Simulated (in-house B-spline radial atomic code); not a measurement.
# Tl⁵⁵⁺: excited configurations in jj coupling

Wanted: excitation energies of Tl⁵⁵⁺ as differences of total energies (ΔSCF).

Method: Dirac-Hartree-Fock, average of configuration, Fermi nucleus, basis-set limit. Code: in-house B-spline radial atomic code version 1.

## (1) What is computed

- element: thallium (Z = 81)
- charge: +55
- electrons: 26
- configuration: 1s2 2s2 2p6 3s2 3p6 3d-4 3d+4
- Hamiltonian: Dirac-Coulomb
- nucleus: Fermi, rms radius 5.476 fm

In configurations, a minus sign after the shell means j = l − 1/2 and a plus sign j = l + 1/2; the count of electrons follows.

Input settings:

```ini
Z = 81
electrons = 26.0
configuration = 1s2 2s2 2p6 3s2 3p6 3d-4 3d+4
hamiltonian = dirac
method = hf
spin_polarised = False
nucleus = fermi
rms_radius = 5.4759
mass_number = 205
atomic_mass = 204.974427318
speed_of_light = 137.035999084
```

The reference is known from an earlier run: -17700.582750 hartree in all. Up to eight levels, counted from the top:

```
orbital  occupation  energy (eV)  <r> (bohr)
  2s1/2           2     -18786.9     0.06779
  2p1/2           2     -18161.5     0.05576
  2p3/2           4     -16069.1     0.06438
  3s1/2           2     -6820.85      0.1717
  3p1/2           2     -6556.42      0.1620
  3p3/2           4     -6043.00      0.1762
  3d3/2           4     -5641.43      0.1523
  3d5/2           4     -5530.11      0.1566
```

## (2) Configuration 1s2 2s2 2p6 3s2 3p6 3d-1 3d+6 5f+1

Input settings:

```ini
Z = 81
electrons = 26.0
configuration = 1s2 2s2 2p6 3s2 3p6 3d-1 3d+6 5f+1
hamiltonian = dirac
method = hf
spin_polarised = False
nucleus = fermi
rms_radius = 5.4759
mass_number = 205
atomic_mass = 204.974427318
speed_of_light = 137.035999084
```

## (3) Run with 1s2 2s2 2p6 3s2 3p-1 3p+4 3d-3 3d+6

Changes to the settings of step 2:

```diff
@@ -2,3 +2,3 @@
 electrons = 26.0
-configuration = 1s2 2s2 2p6 3s2 3p6 3d-1 3d+6 5f+1
+configuration = 1s2 2s2 2p6 3s2 3p-1 3p+4 3d-3 3d+6
 hamiltonian = dirac
```

## (4) Run with 1s2 2s2 2p6 3s2 3p6 3d-1 3d+6 7d+1

Changes to the settings of step 3:

```diff
@@ -2,3 +2,3 @@
 electrons = 26.0
-configuration = 1s2 2s2 2p6 3s2 3p-1 3p+4 3d-3 3d+6
+configuration = 1s2 2s2 2p6 3s2 3p6 3d-1 3d+6 7d+1
 hamiltonian = dirac
```

## (5) Configuration 1s2 2s2 2p6 3s2 3p6 3d-1 3d+6 5s1

Changes to the settings of step 4:

```diff
@@ -2,3 +2,3 @@
 electrons = 26.0
-configuration = 1s2 2s2 2p6 3s2 3p6 3d-1 3d+6 7d+1
+configuration = 1s2 2s2 2p6 3s2 3p6 3d-1 3d+6 5s1
 hamiltonian = dirac
```

## (6) 1s2 2s2 2p6 3s2 3p6 3d-3 3d+4 6f+1

Changes to the settings of step 5:

```diff
@@ -2,3 +2,3 @@
 electrons = 26.0
-configuration = 1s2 2s2 2p6 3s2 3p6 3d-1 3d+6 5s1
+configuration = 1s2 2s2 2p6 3s2 3p6 3d-3 3d+4 6f+1
 hamiltonian = dirac
```

## (7) Run with 1s2 2s2 2p6 3s2 3p6 3d-3 3d+5

Changes to the settings of step 6:

```diff
@@ -2,3 +2,3 @@
 electrons = 26.0
-configuration = 1s2 2s2 2p6 3s2 3p6 3d-3 3d+4 6f+1
+configuration = 1s2 2s2 2p6 3s2 3p6 3d-3 3d+5
 hamiltonian = dirac
```

How far above the reference does each configuration lie (order and size, in eV)?

**Answer**, as computed:

| net move | configuration | energy above the reference (eV) | with Breit, QED, recoil (eV) | largest <r> (bohr) |
| --- | --- | --- | --- | --- |
| 3d3/2 → 3d5/2 | 1s2 2s2 2p6 3s2 3p6 3d-3 3d+5 | 108.02 | 105.97 | 0.176 |
| 3d3/2, 3p1/2 → 2×3d5/2 | 1s2 2s2 2p6 3s2 3p-1 3p+4 3d-3 3d+6 | 1126.68 | 1115.48 | 0.176 |
| 3×3d3/2 → 2×3d5/2, 5s | 1s2 2s2 2p6 3s2 3p6 3d-1 3d+6 5s1 | 3771.48 | 3765.12 | 0.551 |
| 3×3d3/2 → 2×3d5/2, 5f7/2 | 1s2 2s2 2p6 3s2 3p6 3d-1 3d+6 5f+1 | 4089.58 | 4081.00 | 0.540 |
| 3d3/2 → 6f7/2 | 1s2 2s2 2p6 3s2 3p6 3d-3 3d+4 6f+1 | 4420.80 | 4414.60 | 0.830 |
| 3×3d3/2 → 2×3d5/2, 7d5/2 | 1s2 2s2 2p6 3s2 3p6 3d-1 3d+6 7d+1 | 4931.71 | 4923.16 | 1.19 |

The energies run from 108.02 eV (3d3/2 → 3d5/2) to 4931.71 eV (3×3d3/2 → 2×3d5/2, 7d5/2). These are averages over configurations, without correlation, not spectroscopic levels.
